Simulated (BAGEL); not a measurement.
**One shape, several levels: doublet BH3Se+**

Aim: a comparison of 5 runs (UHF/STO-3G, UHF/3-21G, ROHF/6-31G*, UHF/6-31G*, ROHF/def2-TZVP) of doublet BH3Se+. 

Program for the calculation: BAGEL 1.2.2.

3 further runs of the same task are left out: 1 that didn't finish, 2 set aside as unsound or not needed.

## Step 1: The structure to begin with

The species is BH3Se+ (5 atoms), meant as a doublet with charge +1. As SMILES of the parent species, `B[SeH]`. The coordinates come from a PBE0-D4/def2-TZVP relaxation. That shape belongs to the parent species and isn't relaxed for this state.

Bond lengths: B1–Se2 1.899 Å, B1–H3 1.189 Å, B1–H4 1.191 Å, Se2–H5 1.470 Å. Angles: B1–Se2–H5 97.7°, Se2–B1–H3 121.0°, Se2–B1–H4 115.7°, H3–B1–H4 123.2°.

## Step 2: The energy at UHF/STO-3G (density fitting with qzvpp-jkfit) (run 1)

Input file hf.json:

```json
{ "bagel" : [

{
  "title" : "molecule",
  "basis" : "sto-3g",
  "df_basis" : "qzvpp-jkfit",
  "angstrom" : true,
  "geometry" : [
    { "atom" : "B", "xyz" : [      -0.114800,      -0.638000,       0.043400 ] },
    { "atom" : "Se", "xyz" : [       1.035300,       0.860500,      -0.146800 ] },
    { "atom" : "H", "xyz" : [      -1.293000,      -0.499900,       0.125400 ] },
    { "atom" : "H", "xyz" : [       0.421600,      -1.700900,       0.073400 ] },
    { "atom" : "H", "xyz" : [       0.000800,       1.904800,      -0.136900 ] }
  ]
},

{ "title" : "uhf", "charge" : 1, "nopen" : 1 },

{ "title" : "print", "file" : "orbitals.molden", "orbitals" : true }

]}
```

Run with:

```console
$ BAGEL_NUM_THREADS=1 BAGEL hf.json > hf.out
```

Output:

```text
* using 1 threads per process

  ===============================================================
  ===============================================================

  *** Geometry ***

  { "atom" : "B", "xyz" : [     -0.216941,     -1.205645,      0.082014 ] },
  { "atom" : "Se", "xyz" : [      1.956433,      1.626109,     -0.277412 ] },
  { "atom" : "H", "xyz" : [     -2.443416,     -0.944674,      0.236972 ] },
  { "atom" : "H", "xyz" : [      0.796709,     -3.214235,      0.138706 ] },
  { "atom" : "H", "xyz" : [      0.001512,      3.599550,     -0.258704 ] },

  Number of auxiliary basis functions:      395

  Since a DF basis is specified, we compute 2- and 3-index integrals:
    o Being stored without compression. Storage requirement is 0.002 GB

  Number of basis functions:       26
  Number of electrons      :       42

    * METHOD: MOLECULE                             0.14

  *** Open-shell HF ***

  === Nuclear Repulsion ===
    79.1441193830

      * DIIS with orbital gradients will be used.

  === UHF iteration (sto-3g) ===
      0      -2399.35955038          0.02100989           0.03
      1      -2399.39487738          0.00410504           0.02
      2      -2399.39686389          0.00121198           0.03
      3      -2399.39715412          0.00017309           0.03
      4      -2399.39719112          0.00006133           0.03
      5      -2399.39720999          0.00000987           0.03
      6      -2399.39721520          0.00000228           0.03
      7      -2399.39721653          0.00000126           0.02
      8      -2399.39721727          0.00000026           0.02
      9      -2399.39721730          0.00000005           0.03
     10      -2399.39721730          0.00000002           0.03
     11      -2399.39721730          0.00000001           0.03
    * SCF iteration converged.

    * S^2 (UHF) is 0.7555

    * Permanent dipole moment:
           (    0.791861,    -0.061556,    -0.057346) a.u.

    * METHOD: UHF                                  0.44

    * METHOD: PRINT                                0.00

  ===============================================================
```

Run time: 0.76 s. Hardware: 1 thread of Intel Xeon Platinum 8375C at 2.90GHz (Ice Lake), shared host; peak memory 0.08 GiB.

## Step 3: A single-point energy at UHF/3-21G (density fitting with qzvpp-jkfit) (run 2)

Input file input.json:

```json
{ "bagel": [

{
  "title": "molecule",
  "basis": "3-21g",
  "df_basis": "qzvpp-jkfit",
  "angstrom": true,
  "geometry": [
    { "atom": "B", "xyz": [   -0.114800,   -0.638000,    0.043400 ] },
    { "atom": "Se", "xyz": [    1.035300,    0.860500,   -0.146800 ] },
    { "atom": "H", "xyz": [   -1.293000,   -0.499900,    0.125400 ] },
    { "atom": "H", "xyz": [    0.421600,   -1.700900,    0.073400 ] },
    { "atom": "H", "xyz": [    0.000800,    1.904800,   -0.136900 ] }
  ]
},
{
  "title": "uhf",
  "charge": 1,
  "nopen": 1
},
{
  "title": "print",
  "file": "orbitals.molden",
  "orbitals": true
}

]}
```

Run with:

```console
$ BAGEL_NUM_THREADS=1 BAGEL input.json > input.out
```

Output:

```text
* using 1 threads per process

  ===============================================================
  ===============================================================

  *** Geometry ***

  { "atom" : "B", "xyz" : [     -0.216941,     -1.205645,      0.082014 ] },
  { "atom" : "Se", "xyz" : [      1.956433,      1.626109,     -0.277412 ] },
  { "atom" : "H", "xyz" : [     -2.443416,     -0.944674,      0.236972 ] },
  { "atom" : "H", "xyz" : [      0.796709,     -3.214235,      0.138706 ] },
  { "atom" : "H", "xyz" : [      0.001512,      3.599550,     -0.258704 ] },

  Number of auxiliary basis functions:      395

  Since a DF basis is specified, we compute 2- and 3-index integrals:
    o Being stored without compression. Storage requirement is 0.004 GB

  Number of basis functions:       37
  Number of electrons      :       42

    * METHOD: MOLECULE                             0.16

  *** Open-shell HF ***

  === Nuclear Repulsion ===
    79.1441193830

      * DIIS with orbital gradients will be used.

  === UHF iteration (3-21g) ===
      0      -2414.34524437          0.02705746           0.05
      1      -2414.40239286          0.00634487           0.04
      2      -2414.40541804          0.00175115           0.05
      3      -2414.40590385          0.00052664           0.04
      4      -2414.40599174          0.00015295           0.05
      5      -2414.40601951          0.00003330           0.04
      6      -2414.40602649          0.00000732           0.05
      7      -2414.40602921          0.00000280           0.05
      8      -2414.40603073          0.00000158           0.05
      9      -2414.40603171          0.00000060           0.05
     10      -2414.40603185          0.00000011           0.05
     11      -2414.40603185          0.00000008           0.05
     12      -2414.40603185          0.00000004           0.04
     13      -2414.40603185          0.00000002           0.05
     14      -2414.40603185          0.00000001           0.04
     15      -2414.40603185          0.00000001           0.05
    * SCF iteration converged.

    * S^2 (UHF) is 0.7554

    * Permanent dipole moment:
           (    0.698808,     0.104474,    -0.061302) a.u.

    * METHOD: UHF                                  0.90

    * METHOD: PRINT                                0.01

  ===============================================================
```

It took 1.3 s on 1 thread of Intel Xeon Platinum 8375C at 2.90GHz (Ice Lake), shared host; peak memory 0.08 GiB.

Run 3 isn't shown in full; the table further down has it.

## Step 4: The energy at UHF/6-31G(d) (density fitting with qzvpp-jkfit, spherical functions) (run 4)

hf.json, as its differences from that of step 2:

```diff
@@ -4,3 +4,3 @@
   "title" : "molecule",
-  "basis" : "sto-3g",
+  "basis" : "6-31gs.json",
   "df_basis" : "qzvpp-jkfit",
```

The basis set 6-31G* is read from a file made from the Basis Set Exchange's data (not shown).

Run with:

```console
$ BAGEL_NUM_THREADS=1 BAGEL hf.json > hf.out
```

Output:

```text
* using 1 threads per process

  ===============================================================
  ===============================================================

  *** Geometry ***

  { "atom" : "B", "xyz" : [     -0.216941,     -1.205645,      0.082014 ] },
  { "atom" : "Se", "xyz" : [      1.956433,      1.626109,     -0.277412 ] },
  { "atom" : "H", "xyz" : [     -2.443416,     -0.944674,      0.236972 ] },
  { "atom" : "H", "xyz" : [      0.796709,     -3.214235,      0.138706 ] },
  { "atom" : "H", "xyz" : [      0.001512,      3.599550,     -0.258704 ] },

  Number of auxiliary basis functions:      395

  Since a DF basis is specified, we compute 2- and 3-index integrals:
    o Being stored without compression. Storage requirement is 0.009 GB

  Number of basis functions:       52
  Number of electrons      :       42

    * METHOD: MOLECULE                             0.21

  *** Open-shell HF ***

  === Nuclear Repulsion ===
    79.1441193830

      * DIIS with orbital gradients will be used.

  === UHF iteration (6-31gs.json) ===
      0      -2425.58588346          0.02219725           0.07
      1      -2425.63177050          0.00543739           0.06
      2      -2425.63545648          0.00175844           0.06
      3      -2425.63608168          0.00061429           0.07
      4      -2425.63615867          0.00020967           0.07
      5      -2425.63618280          0.00006487           0.07
      6      -2425.63618726          0.00001298           0.07
      7      -2425.63618805          0.00000438           0.07
      8      -2425.63618841          0.00000165           0.07
      9      -2425.63618855          0.00000104           0.07
     10      -2425.63618863          0.00000061           0.07
     11      -2425.63618866          0.00000037           0.07
     12      -2425.63618866          0.00000022           0.07
     13      -2425.63618866          0.00000015           0.07
     14      -2425.63618866          0.00000009           0.07
     15      -2425.63618866          0.00000004           0.07
     16      -2425.63618866          0.00000002           0.07
     17      -2425.63618866          0.00000001           0.07
     18      -2425.63618866          0.00000001           0.07
    * SCF iteration converged.

    * S^2 (UHF) is 0.7597

    * Permanent dipole moment:
           (    0.544934,     0.038079,    -0.044881) a.u.

    * METHOD: UHF                                  1.50

    * METHOD: PRINT                                0.01

  ===============================================================
```

Run time: 1.9 s. Hardware: 1 thread of Intel Xeon Platinum 8375C at 2.90GHz (Ice Lake), shared host; peak memory 0.08 GiB.

## Step 5: A single-point energy at ROHF/def2-TZVP (density fitting with qzvpp-jkfit) (run 5)

Input file input.json:

```json
{ "bagel": [

{
  "title": "molecule",
  "basis": "def2-tzvp.json",
  "df_basis": "qzvpp-jkfit",
  "angstrom": true,
  "geometry": [
    { "atom": "B", "xyz": [      -0.114800,      -0.638000,       0.043400 ] },
    { "atom": "Se", "xyz": [       1.035300,       0.860500,      -0.146800 ] },
    { "atom": "H", "xyz": [      -1.293000,      -0.499900,       0.125400 ] },
    { "atom": "H", "xyz": [       0.421600,      -1.700900,       0.073400 ] },
    { "atom": "H", "xyz": [       0.000800,       1.904800,      -0.136900 ] }
  ]
},

{
  "title": "rohf",
  "charge": 1,
  "nopen": 1
},

{
  "title": "print",
  "file": "orbitals.molden",
  "orbitals": true
}

]}
```

The basis set def2-TZVP is read from a file made from the Basis Set Exchange's data (not shown).

Run with:

```console
$ BAGEL_NUM_THREADS=1 BAGEL input.json > input.out
```

Output:

```text
* using 1 threads per process

  ===============================================================
  ===============================================================

  *** Geometry ***

  { "atom" : "B", "xyz" : [     -0.216941,     -1.205645,      0.082014 ] },
  { "atom" : "Se", "xyz" : [      1.956433,      1.626109,     -0.277412 ] },
  { "atom" : "H", "xyz" : [     -2.443416,     -0.944674,      0.236972 ] },
  { "atom" : "H", "xyz" : [      0.796709,     -3.214235,      0.138706 ] },
  { "atom" : "H", "xyz" : [      0.001512,      3.599550,     -0.258704 ] },

  Number of auxiliary basis functions:      395

  Since a DF basis is specified, we compute 2- and 3-index integrals:
    o Being stored without compression. Storage requirement is 0.030 GB

  Number of basis functions:       97
  Number of electrons      :       42

    * METHOD: MOLECULE                             0.26

  *** Open-shell HF ***

  === Nuclear Repulsion ===
    79.1441193830

      * DIIS with orbital gradients will be used.

  === ROHF iteration (def2-tzvp.json) ===
      0      -2425.77562882          0.02460523           0.14
      1      -2425.83554454          0.01464809           0.13
      2      -2425.85283455          0.00926095           0.15
      3      -2425.86599562          0.00307264           0.15
      4      -2425.87315873          0.00277321           0.15
      5      -2425.87875199          0.00255727           0.15
      6      -2425.88855257          0.00140576           0.16
      7      -2425.88935251          0.00108589           0.25
      8      -2425.89001508          0.00042954           0.16
      9      -2425.89023011          0.00027904           0.12
[... 19 lines of this table left out ...]
     29      -2425.89023291          0.00000003           0.12
     30      -2425.89023291          0.00000001           0.13
     31      -2425.89023290          0.00000001           0.12
     32      -2425.89023290          0.00000001           0.12
    * SCF iteration converged.

    * S^2 (ROHF) is 0.7500

    * Permanent dipole moment:
           (    0.516218,     0.106782,    -0.047245) a.u.

    * METHOD: ROHF                                 5.09

    * METHOD: PRINT                                0.02

  ===============================================================
```

Wall time 5.7 s (1 thread of Intel Xeon Platinum 8375C at 2.90GHz (Ice Lake), shared host); peak memory 0.11 GiB.

## Step 6: The series

| run | level | energy (Eh) | ⟨S²⟩ | wall time |
| --- | --- | --- | --- | --- |
| 1 | UHF/STO-3G (density fitting with qzvpp-jkfit) | -2399.397217 | 0.755 | 0.76 s |
| 2 | UHF/3-21G (density fitting with qzvpp-jkfit) | -2414.406032 | 0.755 | 1.3 s |
| 3 | ROHF/6-31G* (density fitting with qzvpp-jkfit, spherical functions) | -2425.632207 | 0.750 | 1.7 s |
| 4 | UHF/6-31G* (density fitting with qzvpp-jkfit, spherical functions) | -2425.636189 | 0.760 | 1.9 s |
| 5 | ROHF/def2-TZVP (density fitting with qzvpp-jkfit) | -2425.890233 | 0.750 | 5.7 s |

## Step 7: What came out

| quantity | value |
| --- | --- |
| run 5: total energy | -2425.89023 Eh |
| run 5: ⟨S²⟩ | 0.750 |

What this shows: In run 1 the basis is minimal, so the values are rough. All runs together took 11 s, the longest 5.7 s.
